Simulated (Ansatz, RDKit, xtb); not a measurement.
# Isomers of C2H10Ge2S, a sample narrowed down

A sample of isomers of C2H10Ge2S is drawn. Aim: find which of them has the lowest free energy at 298.15 K, then its properties. The sample is small against all isomers, and the most stable one of this formula need not be in it.

Plan: many cheap relaxations first (GFN2-xTB), then density-functional screening, relaxation at r2SCAN-D4/def2-SVP, vibrations (at GFN2-xTB) and a final energy. The numbers are computed, not measured.

**1. Possible bonding patterns**

Isomers were taken from a list of plausible structures; this is a sample, not all of them. That gives 4 candidates.

| label | SMILES | spin |
| --- | --- | --- |
| c109 | [CH3][GeH2][CH2][S][GeH3] | singlet |
| c193 | SC[CH2][GeH2][GeH3] | singlet |
| c275 | C[S][GeH2][GeH2][CH3] | singlet |
| c381 | C[CH2][GeH2][S][GeH3] | singlet |

Candidates are built by distance geometry, with a force field where one applies, in up to four conformers (letters a to d).

**Question.** With final energies at CCSD(T)/def2-SVP + MP2/def2-TZVPP - MP2/def2-SVP, which structure will this search put lowest in free energy, and by what margin?

| quantity | value |
| --- | --- |
| lowest structure found | C[CH2][GeH2][S][GeH3], singlet |
| next finalist | C[S][GeH2][GeH2][CH3], singlet, 6.6 kcal/mol higher in G |
| share at equilibrium, among the finalists | 100.0 % |

`C[CH2][GeH2][S][GeH3]` comes out lowest. The margin of 6.6 kcal/mol over the next finalist is beyond the usual error of the last level; it says nothing of structures that weren't ranked. GFN2-xTB, HF/STO-3G, r2SCAN-D4/def2-SVP, r2SCAN-D4/def2-SVP, relaxed, HF/def2-SVP and MP2/def2-SVP already put its bonding pattern lowest among the structures in one piece. 5 minima inside the window were never screened. Lowest found is not proven lowest: the search is finite, and each finalist counts with one conformer. Only 4 drawn patterns were tried, so whole families of isomers are missing, and the result ranks this sample alone.
